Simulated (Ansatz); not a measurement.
# CH₃BFNO: up Jacob's ladder to CCSD(T)

How much do the methods differ for CH₃BFNO? The plan is to run it at one geometry with functionals of several rungs and with coupled cluster. The yardstick is the atomisation energy at the CCSD(T) limit.

The runs use Ansatz 0.2.0, Gaussian basis; functionals in def2-TZVPP, the program's frozen cores in correlated methods.

The runs, in order: LDA (SPW92), PBE-D4, revPBE-D4, BLYP-D4, r2SCAN-D4, B97M-V, PBE0-D4, B3LYP-D4, r2SCANh-D4, r2SCAN0-D4, HSE06-D4, BHLYP-D4, CAM-B3LYP-D4, LC-ωPBE, ωB97X-V, ωB97M-V, B2PLYP, PBE-QIDH; CCSD(T)/def2-SVP; CCSD(T)/def2-TZVPP; MP2/def2-QZVPP; extrapolation to the limit; RPA on PBE.

## Step 1: The relaxed structure

All runs share one geometry, relaxed beforehand with PBE0-D4 in a triple-zeta def2 set.

8 atoms, charge 0, spin multiplicity 1.

Atoms are counted from 1 here; the program's logs count them from 0.

Bond lengths: N1–B2 1.379 Å, N1–H6 1.006 Å, N1–H7 1.003 Å, B2–O3 1.360 Å, B2–C4 1.506 Å, O3–C4 1.446 Å, C4–F5 1.359 Å, C4–H8 1.087 Å. Angles: B2–N1–H6 122.6°, B2–N1–H7 122.7°, H6–N1–H7 114.7°, N1–B2–O3 139.1°, N1–B2–C4 160.5°, O3–B2–C4 60.4°, B2–O3–C4 64.8°, B2–C4–O3 54.8°, B2–C4–F5 121.0°, B2–C4–H8 128.7°, O3–C4–F5 112.9°, O3–C4–H8 113.4°, F5–C4–H8 109.5°.

Geometry (Å):

```
N    -1.0579    0.8414   -0.7406
B    -0.2183   -0.0092   -0.0528
O    -0.2875   -0.9604    0.9162
C     1.0440   -0.6738    0.4297
F     1.8332   -0.0833    1.3650
H    -2.0477    0.8832   -0.5667
H    -0.7257    1.4899   -1.4305
H     1.5518   -1.5448    0.0240
```

## Step 2: LDA

This LDA is Slater exchange with PW92 correlation.

Contents of in.yaml:

```yaml
crystal:
  periodic: [false, false, false]
  atoms:
    - {symbol: N, position_ang: [-1.057930, 0.841376, -0.740584]}
    - {symbol: B, position_ang: [-0.218266, -0.009242, -0.052808]}
    - {symbol: O, position_ang: [-0.287542, -0.960421, 0.916171]}
    - {symbol: C, position_ang: [1.043987, -0.673811, 0.429673]}
    - {symbol: F, position_ang: [1.833214, -0.083273, 1.365044]}
    - {symbol: H, position_ang: [-2.047670, 0.883174, -0.566653]}
    - {symbol: H, position_ang: [-0.725653, 1.489854, -1.430507]}
    - {symbol: H, position_ang: [1.551763, -1.544756, 0.023964]}
basis:
  gaussian: {orbitals: def2-TZVPP}
hamiltonian: {xc: lda}
output: {orbitals: {seedname: orbitals}}
```

Launch:

```sh
$ ansatz run in.yaml --threads 2 --pin off --events-out ev --progress --plain --max-ram 4352MiB
```

Further steps of the session: PBE-D4 (GGA); revPBE-D4 (GGA); BLYP-D4 (GGA); r2SCAN-D4 (meta-GGA); B97M-V (meta-GGA); B3LYP-D4 (hybrid); r2SCANh-D4 (hybrid); r2SCAN0-D4 (hybrid); HSE06-D4 (hybrid); BHLYP-D4 (hybrid); CAM-B3LYP-D4 (range-separated); LC-ωPBE (range-separated); ωB97X-V (range-separated); ωB97M-V (range-separated); B2PLYP (double hybrid); PBE-QIDH (double hybrid); CCSD(T) in def2-SVP; CCSD(T) in def2-TZVPP; MP2 in def2-QZVPP; RPA on PBE orbitals.

**Question.** What will the summary of the whole plan be? Wanted: atomisation energy, CCSD(T)/CBS; farthest beyond LDA; mean size of error, GGA; mean size of error, meta-GGA; mean size of error, hybrid; mean size of error, range-separated; mean size of error, double hybrid; gap, smallest and largest; T1 diagnostic.

**Answer**, as computed:

| quantity | value |
| --- | --- |
| atomisation energy, CCSD(T)/CBS | 33.985 eV |
| functionals within 0.170 eV (0.5 %) | r2SCANh-D4, B2PLYP, PBE-QIDH |
| farthest beyond LDA | PBE-D4 (+1.663 eV) |
| mean size of error, GGA | 0.891 eV |
| mean size of error, meta-GGA | 0.333 eV |
| mean size of error, hybrid | 0.525 eV |
| mean size of error, range-separated | 0.432 eV |
| mean size of error, double hybrid | 0.082 eV |
| gap, smallest and largest | 5.98 eV (BLYP-D4), 13.24 eV (LC-ωPBE) |
| T1 diagnostic | 0.0136 |
| triples share of the correlation energy | 3.7 % |

LDA overbinds by 6.585 eV (19 %). PBE-D4 misses by +1.663 eV. Double hybrids carry the basis error of their MP2 part in triple zeta, and no dispersion term here, so their miss is partly the set-up's. Taken by rung, double hybrid functionals do best (0.082 eV on average) and GGA ones worst beyond LDA (0.891 eV). The reference freezes the cores and leaves out relativity and excitations past (T), so misses under about 0.170 eV can't be ranked. Hartree-Fock recovers 69 % of the binding; the rest is correlation. CCSD(T) in def2-SVP is off by -1.857 eV, more than most functionals: a good method in a small basis is no reference. Orbital gaps span 6.0 to 13.2 eV; exact exchange widens them.
